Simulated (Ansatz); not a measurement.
Write a Python script for Ansatz 0.2.0 through its Python package that makes a cohesive energy from free atoms of Rb3Ba and its free atoms. Use (first run): LDA, PAW, cutoff 422 eV, Gaussian smearing of 0.02 eV.

Input file `rb3ba_rb3ba.cif`:
```cif
data_Rb3Ba
_cell_length_a 7.798582
_cell_length_b 7.798582
_cell_length_c 7.798582
_cell_angle_alpha 60.00000
_cell_angle_beta 60.00000
_cell_angle_gamma 60.00000
_symmetry_space_group_name_H-M 'P 1'
_symmetry_Int_Tables_number 1
loop_
_symmetry_equiv_pos_as_xyz
'x, y, z'
loop_
_atom_site_label
_atom_site_type_symbol
_atom_site_fract_x
_atom_site_fract_y
_atom_site_fract_z
Rb1 Rb    0.250000    0.250000    0.250000
Rb2 Rb    0.750000    0.750000    0.750000
Rb3 Rb    0.500000    0.500000    0.500000
Ba4 Ba    0.000000    0.000000    0.000000
```

`rb3ba.py`:
```python
from collections import Counter
import warnings

import ansatz as az
from ase.io import read


def counts(outcome):
    return Counter(site.symbol for site in outcome.lattice.sites)

UNPAIRED = {'Rb': 1, 'Ba': 0}  # unpaired electrons of the free atoms


def run_phase(name, crystal):
    calc = crystal.calculation()
    calc = calc.functional('LDA')
    calc = calc.basis(31 * az.Ry, xc_grid=3)
    calc = calc.scf(tolerance=1e-07)
    calc = calc.kpoints(spacing=0.3).occupations('gaussian', width=0.02)
    if name.endswith(' atom'):
        calc = calc.kpoints(1, 1, 1).occupations('fermi_dirac', width=0.01)
        if UNPAIRED[name.split()[0]]:
            calc = calc.spin('collinear')
        return calc.run(threads=1)
    calc = calc.relax(force_tolerance=0.01, max_steps=40, cell=True)
    return calc.run(threads=1)


def main() -> None:
    warnings.simplefilter('ignore', az.DeckWarning)

    phases = {}
    atoms = read('rb3ba_rb3ba.cif')
    rb3ba = az.Crystal.from_ase(atoms)
    phases['Rb3Ba'] = rb3ba
    for element, moment in UNPAIRED.items():
        phases[f'{element} atom'] = az.Lattice.orthorhombic(10.0, 10.5, 11.0).atom(element, (0.5, 0.5, 0.5), moment=moment or None)

    done = {}
    for name, crystal in phases.items():
        done[name] = run_phase(name, crystal)
        print(f'{name}: {done[name].report["energy_sigma0_ev"]:.4f} eV, {len(done[name].lattice.sites)} atoms')

    print({element: round(done[f'{element} atom'].report['magnetization_mub'], 2) for element in UNPAIRED}, 'muB on the free atoms')
    solid = done['Rb3Ba']
    n = counts(solid)
    binding = (sum(k * done[f'{e} atom'].report['energy_sigma0_ev'] for e, k in n.items()) - solid.report['energy_sigma0_ev']) / sum(n.values())
    print(f'cohesive energy {binding:.3f} eV/atom = {96.4853 * binding:.0f} kJ/mol of atoms (no zero-point energy)')


if __name__ == '__main__':
    main()
```

Running `python rb3ba.py` prints:
```text
Rb3Ba: -15291.1917 eV, 4 atoms
Rb atom: -3169.8986 eV, 1 atoms
Ba atom: -5777.4091 eV, 1 atoms
{'Rb': 1.0, 'Ba': 0.0} muB on the free atoms
cohesive energy 1.022 eV/atom = 99 kJ/mol of atoms (no zero-point energy)
```

Caveats:
- These settings explore the input space; cutoff and mesh may be short of convergence.
- Other magnetic orders than the one started from may lie lower.
- For the metals among these phases the mesh is modest: differences between phases can be off by up to 40 meV an atom.
- The program warned that this SCF threshold is loose for forces or stresses.
- The cells come from databases of deposited and of computed structures, and not all need be stable phases.
- Free atoms in a box carry small image and symmetry errors, and spin-orbit coupling is left out.
- The script silences the warnings on its input, which a real study should read.
- Run time: 50 s on 1 thread of Intel(R) Xeon(R) Platinum 8175M CPU @ 2.50GHz (Skylake/Cascade Lake) (shared host), peak memory 0.94 GiB.
